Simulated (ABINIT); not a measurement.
Crystal: ScNb.

```
CELL_PARAMETERS angstrom
3.06564 0.00000 0.00000
-1.53282 2.65493 0.00000
0.00000 0.00000 5.07219
ATOMIC_POSITIONS crystal
Nb 0.33333 0.66667 0.50000
Sc 0.00000 0.00000 0.00000
```

The cell comes from a database or a generator and needn't be the stable form of this composition.

- Program: ABINIT 10.8.3 (patched build)
- Task: single point
- Functional: PBE
- Potentials or basis: JTH PAW PBE v2.0
- Cutoff: 435 eV
- k mesh: 10 × 10 × 5
- Occupations: fermi-dirac, width 0.05 eV
- Spin: no spin polarisation

On this cell: pressure -0.5 GPa; largest force under 0.003 eV/Å; band gap on the k mesh none (metal or under the smearing width).

The same run follows on a disturbed copy (atoms moved at random, drawn with an rms of 0.05 Å):

```
Nb Sc
1.0
     3.06564    0.00000    0.00000
    -1.53282    2.65493    0.00000
     0.00000    0.00000    5.07219
Nb Sc
1 1
Direct
  0.33859 0.65920 0.50034
  0.99388 0.00724 0.00017
```

What changes?

The energy (extrapolated to zero smearing) moves by +0.7 meV/atom; pressure -0.5 GPa; largest force 0.043 eV/Å; band gap on the k mesh none (metal or under the smearing width).

Forces in eV/Å, atoms in the order of the input:
```
Nb  -0.035  0.025 -0.003
Sc   0.035 -0.025  0.003
```

Stress tensor (GPa, compression positive):
```
-0.59  0.33  0.00
 0.33 -0.12  0.00
 0.00  0.00 -0.92
```
